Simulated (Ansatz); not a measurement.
Born–Oppenheimer molecular dynamics of a periodic cell of 25 atoms, LiSi₈O₁₆ (host SiO2, host structure P4_12_12, interstitial Li), cell charge +1. It goes on from the last frame of an earlier run, with new velocities.

Method: DFT r2SCAN, scalar-relativistic, plane waves, PAW in Ansatz 0.2.0. Settings: accuracy low, PAW set soft_1, cutoff 500 eV, k mesh 1x1x1, fermi-dirac smearing 0.05 eV, no spin polarisation.

* ensemble: NVT, Langevin thermostat
* time step: 1 fs
* steps asked: 70
* set temperature: 1260 K
* friction: 0.01 /fs
* seed: 176164

First frame:

```xyz
25
Lattice="-4.9820 -4.9820 0.0000 4.9820 -4.9820 0.0000 0.0000 0.0000 6.9630" Properties=species:S:1:pos:R:3
Si 1.689 -3.483 0.190
Si 0.989 -1.054 1.718
Si -1.595 -6.283 3.471
Si 3.834 -3.896 5.050
O 1.396 -4.537 1.445
O -2.943 -5.472 2.989
O -0.984 -5.413 4.821
O 3.084 -3.646 6.392
O -1.521 -7.939 3.762
O -0.446 -6.130 2.368
O 1.763 -1.977 0.675
O 0.485 -3.541 6.099
Si -3.617 -3.625 -0.146
Si 0.972 -6.100 1.624
Si -1.464 -1.675 3.515
Si -0.899 -4.038 5.545
O -4.287 -4.543 0.979
O 2.046 -6.859 2.792
O 3.525 -5.361 4.519
O -2.053 -4.108 6.714
O -1.456 -3.068 4.333
O -0.215 -1.771 2.497
O 1.241 -7.081 0.354
O 0.625 -8.889 5.393
Li -3.325 -3.688 3.921
```

Task: What does the run give?

Result: The run went to its last step.

```yaml
steps_done: 70
time_covered: 70 fs
mean_temperature_over_the_second_half: 1095 K
spread_of_the_potential_energy_over_the_second_half: 12.5 meV per atom
mean_potential_energy_of_the_second_half_above_the_start: 52.4 meV per atom
```

The mean temperature of the second half is 13 % below the set value. A run of 0.07 ps of so small a system gives no equilibrium averages. Limits of this set-up: coarse k mesh, low accuracy level, charged cell in a uniform background, uncorrected.

Task: What happens to the structure?

Result: Mean squared displacements from the first frame to the last, about the centre of mass: Si 0.05 Å², O 0.10 Å², Li 0.06 Å². This is one draw of velocities; another would differ in detail.

Task: How do temperature and energy run in time?

Result: 
| time (fs) | T (K) | potential energy less start (eV) |
| --- | --- | --- |
| 0.0 | 1210 | 0.000 |
| 5.0 | 1014 | 0.031 |
| 10.0 | 903 | 0.445 |
| 15.0 | 1054 | 0.545 |
| 20.0 | 812 | 1.571 |
| 25.0 | 965 | 1.361 |
| 30.0 | 1279 | 0.784 |
| 35.0 | 1253 | 1.070 |
| 40.0 | 1089 | 1.209 |
| 45.0 | 1054 | 1.305 |
| 50.0 | 988 | 1.508 |
| 55.0 | 1229 | 0.736 |
| 60.0 | 1078 | 1.333 |
| 65.0 | 928 | 1.842 |
| 70.0 | 1230 | 1.468 |

Time of the run: 17 min on 1 thread of Intel(R) Xeon(R) Platinum 8259CL CPU @ 2.50GHz (Skylake/Cascade Lake), on a shared host, peak memory 0.82 GiB.
